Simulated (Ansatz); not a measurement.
# CH₇SbSi: how energies converge with the basis set

Aim: see how fast density functionals converge with the basis set for CH₇SbSi.

Method: one geometry, several basis sets; program: Ansatz 0.2.0, Gaussian basis.

Plan: PBE0-D4/def2-SVP; ωB97M-V/def2-SVP; PBE0-D4/def2-QZVPP; ωB97M-V/def2-QZVPP; the functionals' def2-TZVPP values are taken from earlier runs.

## Step 1: The geometry

The geometry comes from an earlier relaxation with PBE0-D4/def2-TZVP; it is a stationary point, not always the lowest conformer. Sb takes the def2 core potential; no spin-orbit term is included.

10 atoms, charge 0, spin multiplicity 1.

Atoms are counted from 1 here; the program's logs count them from 0.

Bond lengths: Si1–C2 1.865 Å, Si1–H4 1.492 Å, Si1–H5 1.487 Å, Si1–H6 1.487 Å, C2–Sb3 2.170 Å, C2–H7 1.093 Å, C2–H8 1.093 Å, Sb3–H9 1.712 Å, Sb3–H10 1.712 Å. Angles: C2–Si1–H4 111.6°, C2–Si1–H5 110.0°, C2–Si1–H6 110.0°, H4–Si1–H5 108.2°, H4–Si1–H6 108.2°, H5–Si1–H6 108.8°, Si1–C2–Sb3 114.3°, Si1–C2–H7 111.1°, Si1–C2–H8 111.1°, Sb3–C2–H7 106.4°, Sb3–C2–H8 106.3°, H7–C2–H8 107.2°, C2–Sb3–H9 94.1°, C2–Sb3–H10 94.1°, H9–Sb3–H10 90.9°.

## Step 2: PBE0-D4 in def2-SVP

in.yaml reads:

```yaml
crystal:
  periodic: [false, false, false]
  atoms:
    - {symbol: Si, position_ang: [-1.049476, 0.231422, -0.643509]}
    - {symbol: C, position_ang: [0.274159, -0.944943, -0.058808]}
    - {symbol: Sb, position_ang: [1.800848, -0.028628, 1.182122]}
    - {symbol: H, position_ang: [-2.065337, -0.460639, -1.488347]}
    - {symbol: H, position_ang: [-0.440023, 1.322135, -1.449561]}
    - {symbol: H, position_ang: [-1.747406, 0.832190, 0.523869]}
    - {symbol: H, position_ang: [0.796820, -1.400413, -0.903959]}
    - {symbol: H, position_ang: [-0.155402, -1.758119, 0.532077]}
    - {symbol: H, position_ang: [0.676670, 0.825531, 2.149857]}
    - {symbol: H, position_ang: [1.992346, 1.330365, 0.159161]}
basis:
  gaussian: {orbitals: def2-SVP}
hamiltonian: {xc: pbe0, dispersion: d4}
output: {orbitals: {seedname: orbitals}}
```

The run is started by

```
$ ansatz run in.yaml --threads 2 --pin off --events-out ev --progress --plain --max-ram 4352MiB
```

After this run come: ωB97M-V in def2-SVP; PBE0-D4 in def2-QZVPP; ωB97M-V in def2-QZVPP.

**Question.** What will the summary of the whole plan be? Wanted: PBE0-D4: double and triple zeta above quadruple; ωB97M-V: double and triple zeta above quadruple.

**Answer**, as computed:

| quantity | value |
| --- | --- |
| PBE0-D4: double and triple zeta above quadruple | 4.68, 0.39 eV |
| ωB97M-V: double and triple zeta above quadruple | 4.84, 0.38 eV |

**Reading.** For PBE0-D4 the step from double to triple zeta gains 4.29 eV and the next only 0.39 eV. These are total energies; as a rule much of such shifts cancels in differences, which this series doesn't test. The LUMO of ωB97M-V is positive and keeps falling with the basis (1.55 to 0.86 eV): an unbound level that the basis holds in place.
